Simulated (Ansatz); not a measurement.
**C₄H₁₄GeN₂O₂: a ladder of functionals**

The task here is to estimate one member of a computed series from the others.

Program: Ansatz 0.2.0, Gaussian basis. Level of theory: functionals in def2-TZVPP. These are calculated values, not measurements.

Levels to be run: PBE-D4, r2SCAN-D4, PBE0-D4, B3LYP-D4, ωB97X-V, ωB97M-V, B2PLYP.

## Structure used throughout

The geometry comes from an earlier relaxation with PBE0-D4 in a triple-zeta def2 set; it is a stationary point, not always the lowest conformer.

23 atoms, charge 0, spin multiplicity 1.

Atoms are counted from 1 here; the program's logs count them from 0.

Bond lengths: C1–N2 1.449 Å, C1–H10 1.091 Å, C1–H11 1.094 Å, C1–H12 1.098 Å, N2–Ge3 1.802 Å, N2–H13 1.008 Å, Ge3–N4 1.813 Å, Ge3–O6 1.780 Å, Ge3–O8 1.765 Å, N4–C5 1.450 Å, N4–H14 1.009 Å, C5–H15 1.092 Å, C5–H16 1.098 Å, C5–H17 1.095 Å, O6–C7 1.407 Å, C7–H18 1.097 Å, C7–H19 1.098 Å, C7–H20 1.093 Å and more. Angles: N2–C1–H10 109.2°, N2–C1–H11 110.4°, N2–C1–H12 113.8°, H10–C1–H11 107.4°, H10–C1–H12 107.8°, H11–C1–H12 108.1°, C1–N2–Ge3 122.5°, C1–N2–H13 114.1°, Ge3–N2–H13 114.9°, N2–Ge3–N4 106.5°, N2–Ge3–O6 118.6°, N2–Ge3–O8 104.5°, N4–Ge3–O6 106.0°, N4–Ge3–O8 119.2°, O6–Ge3–O8 102.8°, Ge3–N4–C5 121.8°, Ge3–N4–H14 114.1°, C5–N4–H14 113.3° and more.

Coordinates:

```xyz
23
C4H14GeN2O2
C    -2.53074   -1.73483   -0.16475
N    -1.66469   -0.98000    0.71876
Ge   -0.09009   -0.29274    0.17451
N     0.75252    0.30389    1.66468
C     1.97411    1.08104    1.59317
O    -0.10465    1.07678   -0.96178
C    -0.80908    2.24243   -0.60985
O     0.65171   -1.58214   -0.77556
C     1.70522   -1.30129   -1.66921
H    -1.91863   -2.32658   -0.84672
H    -3.14733   -2.43270    0.40964
H    -3.19889   -1.10982   -0.77102
H    -2.15585   -0.42624    1.40259
H     0.73857   -0.34812    2.43433
H     1.93928    1.73287    0.71785
H     2.88379    0.47203    1.51310
H     2.07549    1.72307    2.47386
H    -0.44550    2.68095    0.32806
H    -1.88532    2.05477   -0.50203
H    -0.67234    2.97664   -1.40761
H     1.89597   -2.20388   -2.25481
H     1.45632   -0.48457   -2.35379
H     2.62952   -1.03937   -1.13892
```

The first run:

Contents of in.yaml:

```yaml
crystal:
  periodic: [false, false, false]
  atoms:
    - {symbol: C, position_ang: [-2.530739, -1.734832, -0.164754]}
    - {symbol: N, position_ang: [-1.664689, -0.979996, 0.718764]}
    - {symbol: Ge, position_ang: [-0.090090, -0.292737, 0.174511]}
    - {symbol: N, position_ang: [0.752524, 0.303894, 1.664676]}
    - {symbol: C, position_ang: [1.974111, 1.081041, 1.593169]}
    - {symbol: O, position_ang: [-0.104645, 1.076778, -0.961780]}
    - {symbol: C, position_ang: [-0.809083, 2.242432, -0.609847]}
    - {symbol: O, position_ang: [0.651712, -1.582143, -0.775564]}
    - {symbol: C, position_ang: [1.705225, -1.301288, -1.669213]}
    - {symbol: H, position_ang: [-1.918628, -2.326579, -0.846722]}
    - {symbol: H, position_ang: [-3.147333, -2.432699, 0.409642]}
    - {symbol: H, position_ang: [-3.198894, -1.109819, -0.771019]}
    - {symbol: H, position_ang: [-2.155846, -0.426238, 1.402591]}
    - {symbol: H, position_ang: [0.738572, -0.348115, 2.434335]}
    - {symbol: H, position_ang: [1.939277, 1.732867, 0.717849]}
    - {symbol: H, position_ang: [2.883790, 0.472028, 1.513099]}
    - {symbol: H, position_ang: [2.075490, 1.723067, 2.473864]}
    - {symbol: H, position_ang: [-0.445503, 2.680948, 0.328063]}
    - {symbol: H, position_ang: [-1.885315, 2.054773, -0.502025]}
    - {symbol: H, position_ang: [-0.672344, 2.976643, -1.407611]}
    - {symbol: H, position_ang: [1.895972, -2.203882, -2.254815]}
    - {symbol: H, position_ang: [1.456323, -0.484574, -2.353792]}
    - {symbol: H, position_ang: [2.629515, -1.039369, -1.138923]}
basis:
  gaussian: {orbitals: def2-TZVPP}
hamiltonian: {xc: pbe, dispersion: d4}
output: {forces: true, orbitals: {seedname: orbitals}}
```

Steps of the session up to this table: PBE-D4 (GGA); r2SCAN-D4 (meta-GGA); PBE0-D4 (hybrid); B3LYP-D4 (hybrid); ωB97X-V (range-separated); ωB97M-V (range-separated); B2PLYP (double hybrid).

One table of the session follows, with a row left open; its other results are not shown here.

It belongs to the step «Orbital energies across the functionals». 

```
functional  HOMO (eV)  LUMO (eV)  gap (eV)
    PBE-D4          ?          ?         ?
 r2SCAN-D4      -5.57       0.15      5.71
   PBE0-D4      -6.69       0.60      7.30
  B3LYP-D4      -6.46       0.28      6.74
   ωB97X-V      -9.14       2.53     11.67
   ωB97M-V      -9.06       2.12     11.18
```

Estimate the missing values for PBE-D4.

**Answer.** HOMO (eV): -5.29; LUMO (eV): -0.33; gap (eV): 4.95. In the column «HOMO (eV)» it is the highest.
